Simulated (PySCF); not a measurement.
# C4H8OSi2: the cost of one run

Computed with PySCF 2.14.0, with density-fitted response routines of our own, on a single molecule in the gas phase. Atoms are numbered from 0 throughout.

### 1 The starting structure

15 atoms, charge 0, multiplicity 1; geometry from: GFN2-xTB.

Bonds of the start (Å): C0–C1 1.51, C1–O2 1.21, C1–C3 1.44, C3–C4 1.21, C4–Si5 1.85, Si5–Si6 2.31, C0–H7 1.09, C0–H8 1.09, C0–H9 1.09, Si5–H10 1.47, Si5–H11 1.47, Si6–H12 1.47, Si6–H13 1.47, Si6–H14 1.46.

### 2 Excited states and response: CAM-B3LYP/def2-SVPD

The job: settings as JSON, then the geometry in Å.

```
{"job": {"kind": "uv", "xc": "CAM-B3LYP", "basis": "def2-SVPD", "nstates": 8, "ntriplets": 3}, "charge": 0, "multiplicity": 1}
C      3.193674     0.465020     0.397522
C      2.368825     0.299678    -0.856877
O      2.763866     0.570990    -1.966102
C      1.051951    -0.215804    -0.600265
C     -0.058003    -0.657742    -0.405927
Si    -1.788744    -1.250688    -0.109806
Si    -3.224629     0.564416    -0.157820
H      2.695325     1.160712     1.070832
H      3.278192    -0.493310     0.907185
H      4.182277     0.839641     0.144724
H     -1.729200    -1.952765     1.181093
H     -2.032119    -2.259071    -1.148869
H     -3.510778     1.055464     1.193680
H     -4.510188     0.194260    -0.757031
H     -2.684863     1.687188    -0.925561
```

Method: TDDFT CAM-B3LYP/def2-SVPD, vertical, gas phase, core orbitals frozen in the response.

Launch:

```sh
> OMP_NUM_THREADS=1 python probes_run.py task.json out
```

This one command runs all jobs of the session in turn.

Q: Estimate the wall time and peak memory of this job on 1 thread of Arm Neoverse N1, shared host.

About 86 s, with a peak of 0.98 GiB.
